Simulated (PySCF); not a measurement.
**C2H9AlSi (AlMe2(SiH3)) at 6 levels**

Aim: a comparison of 6 runs (HF/3-21G, B3LYP/STO-3G, SVWN5/3-21G, B3LYP/6-31G*, PBE/cc-pVDZ) of C2H9AlSi (AlMe2(SiH3)). Input form: a Python script.

The results are computed with PySCF 2.14.0.

### Step 1. The system as given

C2H9AlSi has 13 atoms, charge 0, and is taken as a singlet. As SMILES, `[CH3][Al]([CH3])[SiH3]`. Geometry: a GFN2-xTB relaxation, a rough one for these elements and not checked as a minimum.

Bond lengths: Al1–C2 1.998 Å, Al1–C6 1.997 Å, Al1–Si10 2.427 Å, C2–H3 1.098 Å, C2–H4 1.097 Å, C2–H5 1.097 Å, C6–H7 1.098 Å, C6–H8 1.098 Å, C6–H9 1.098 Å, Si10–H11 1.480 Å, Si10–H12 1.481 Å, Si10–H13 1.480 Å. Some angles: C2–Al1–C6 118.3°, C2–Al1–Si10 120.4°, C6–Al1–Si10 121.3°, Al1–C2–H3 111.6°, Al1–C2–H4 113.2°, Al1–C2–H5 113.2°, Al1–C6–H7 112.6°, Al1–C6–H8 112.4°, Al1–C6–H9 113.0°, Al1–Si10–H11 115.7°.

### Step 2. Energy and gradient at HF/3-21G (run 1)

Contents of input.py:

```python
from pyscf import gto

molecule = gto.M(
    atom='''
Al   0.070610   0.141130  -0.002220
C    2.068270   0.157160  -0.016650
H    2.463520   1.160020  -0.224780
H    2.500560  -0.511160  -0.771970
H    2.510300  -0.152920   0.938790
C   -0.890260   1.892150  -0.002700
H   -0.698790   2.478420  -0.910520
H   -0.587850   2.535050   0.833920
H   -1.980340   1.782410   0.069230
Si  -1.140760  -1.961480   0.019480
H   -1.976090  -2.208830   1.216030
H   -0.257200  -3.148520  -0.043420
H   -2.081960  -2.163440  -1.105190
''',
    charge=0,
    basis='3-21g',
    max_memory=1860,
    verbose=4,
)

mf = molecule.RHF()
mf.conv_tol = 1e-10
mf.kernel()
if not mf.converged:
    mf = mf.newton().run(mf.mo_coeff, mf.mo_occ)

e_final = mf.e_tot
print('E = %.10f Eh' % e_final)
grad = mf.nuc_grad_method().kernel()
dip = mf.dip_moment()
pop, q = mf.mulliken_pop()
```

On the command line:

```sh
OMP_NUM_THREADS=1 python input.py
```

The log of the run:

```text
PySCF version 2.14.0

[... 65 lines left out ...]
converged SCF energy = -608.526843770006
[... 12 lines left out ...]
Dipole moment(X, Y, Z, Debye):  0.78015,  1.47367, -0.00142
[... 76 lines left out ...]
charge of   12H =     -0.16405
```

Wall time 2.8 s (1 thread of Intel Xeon at 2.70GHz, shared host); peak memory 0.13 GiB.

### Step 3. Energy and forces at B3LYP/STO-3G (run 2)

Contents of calc.py:

```python
import pyscf.grad
from pyscf import gto, dft

mol = gto.M(
    atom='''
Al     0.133434     0.266697    -0.004195
C      3.908464     0.296989    -0.031464
H      4.655378     2.192120    -0.424773
H      4.725374    -0.965952    -1.458812
H      4.743779    -0.288977     1.774056
C     -1.682348     3.575645    -0.005102
H     -1.320522     4.683535    -1.720633
H     -1.110876     4.790550     1.575880
H     -3.742300     3.368267     0.130826
Si    -2.155724    -3.706660     0.036812
H     -3.734269    -4.174084     2.297964
H     -0.486038    -5.949840    -0.082052
H     -3.934334    -4.088309    -2.088506
''',
    spin=0,
    unit='bohr',
    verbose=4,
    charge=0,
    basis='sto-3g',
    max_memory=1860,
)

ks = dft.RKS(mol)
ks.xc = 'b3lyp'
ks.grids.level = 5
ks.conv_tol = 1e-10
ks.kernel()
if not ks.converged:
    ks = ks.newton().run(ks.mo_coeff, ks.mo_occ)

e_final = ks.e_tot
print('E = %.10f Eh' % e_final)
grad = ks.Gradients().kernel()
ks.analyze()
```

On the command line:

```sh
OMP_NUM_THREADS=1 python calc.py
```

The log of the run:

```text
PySCF version 2.14.0

[... 94 lines left out ...]
One-electron Energy =                -1217.012259470536492
[... 9 lines left out ...]
MO #5   energy= -5.02850924361202  occ= 2
[... 7 lines left out ...]
MO #13  energy= -0.62617323816612  occ= 2
[... 7 lines left out ...]
MO #21  energy= -0.262534328073768 occ= 2
[... 7 lines left out ...]
MO #29  energy= 0.362923384716339  occ= 0
[... 7 lines left out ...]
MO #37  energy= 0.527905067421213  occ= 0
[... 53 lines left out ...]
Dipole moment(X, Y, Z, Debye):  0.45132,  0.88918, -0.00316
```

It took 17 s on 1 thread of Intel Xeon at 2.70GHz, shared host; peak memory 0.43 GiB.

Runs 3 to 5 aren't shown in full; the table further down has their settings and results.

### Step 4. Energy and forces at PBE/cc-pVDZ (run 6)

Contents of start.xyz:

```xyz
13
C2H9AlSi
Al     0.070610     0.141130    -0.002220
C      2.068270     0.157160    -0.016650
H      2.463520     1.160020    -0.224780
H      2.500560    -0.511160    -0.771970
H      2.510300    -0.152920     0.938790
C     -0.890260     1.892150    -0.002700
H     -0.698790     2.478420    -0.910520
H     -0.587850     2.535050     0.833920
H     -1.980340     1.782410     0.069230
Si    -1.140760    -1.961480     0.019480
H     -1.976090    -2.208830     1.216030
H     -0.257200    -3.148520    -0.043420
H     -2.081960    -2.163440    -1.105190
```

Contents of calc.py:

```python
# AlMe2(SiH3)
from pyscf import gto, dft

mol = gto.Mole()
mol.atom = 'start.xyz'
mol.spin = 0
mol.verbose = 4
mol.max_memory = 1860
mol.charge = 0
mol.basis = 'cc-pvdz'
mol.build()

ks = dft.RKS(mol)
ks.xc = 'pbe'
ks.conv_tol = 1e-10
ks.grids.level = 5
ks.kernel()
if not ks.converged:
    ks = ks.newton().run(ks.mo_coeff, ks.mo_occ)

e_tot = ks.e_tot
print('Final energy', e_tot)
grad = ks.nuc_grad_method().kernel()
dip = ks.dip_moment()
pop, q = ks.mulliken_pop()
```

On the command line:

```sh
OMP_NUM_THREADS=1 python calc.py
```

The log of the run:

```text
PySCF version 2.14.0

[... 86 lines left out ...]
converged SCF energy = -613.119863510927
Final energy -613.119863510927
[... 12 lines left out ...]
Dipole moment(X, Y, Z, Debye):  0.67021,  1.23831, -0.00599
[... 123 lines left out ...]
charge of   12H =     -0.02636
```

Wall time 55 s (1 thread of Intel Xeon at 2.70GHz, shared host); peak memory 1.1 GiB.

### Step 5. Overview of the runs

```csv
run,level,integration grid,Cartesian functions,energy (Eh),dipole moment (D),HOMO energy (eV),LUMO energy (eV),wall time
1,HF/3-21G,–,no,-608.526844,1.67,-9.90,1.32,2.8 s
2,B3LYP/STO-3G,5,no,-606.375663,1.00,-4.82,3.38,17 s
3,SVWN5/3-21G,5,no,-607.227597,1.61,-6.24,-2.18,12 s
4,B3LYP/6-31G* (spherical functions),5,no,-613.556231,1.46,-7.02,-1.54,42 s
5,B3LYP/6-31G* (Cartesian functions),5,yes,-613.561167,1.46,-7.02,-1.54,39 s
6,PBE/cc-pVDZ,5,no,-613.119864,1.41,-6.18,-2.20,55 s
```

### Step 6. Summary of results

| quantity | value |
| --- | --- |
| run 6: total energy | -613.11986 Eh |
| run 6: dipole moment | 1.41 D |
| run 6: HOMO energy | -6.18 eV |
| run 6: LUMO energy | -2.20 eV |
| run 6: HOMO–LUMO gap | 3.98 eV |
| run 6: largest force on an atom | 0.739 eV/Å |

What this shows: The dipole moment (its size) runs from 1.00 D (B3LYP/STO-3G) to 1.67 D (HF/3-21G). The two ends differ in method and basis. The HOMO–LUMO gap runs from 3.98 eV (PBE/cc-pVDZ) to 11.23 eV (HF/3-21G). Totals of different functionals can't be ranked against each other. In run 2 the basis is minimal, so the values are rough. All runs together took 2.8 min, the longest 55 s.
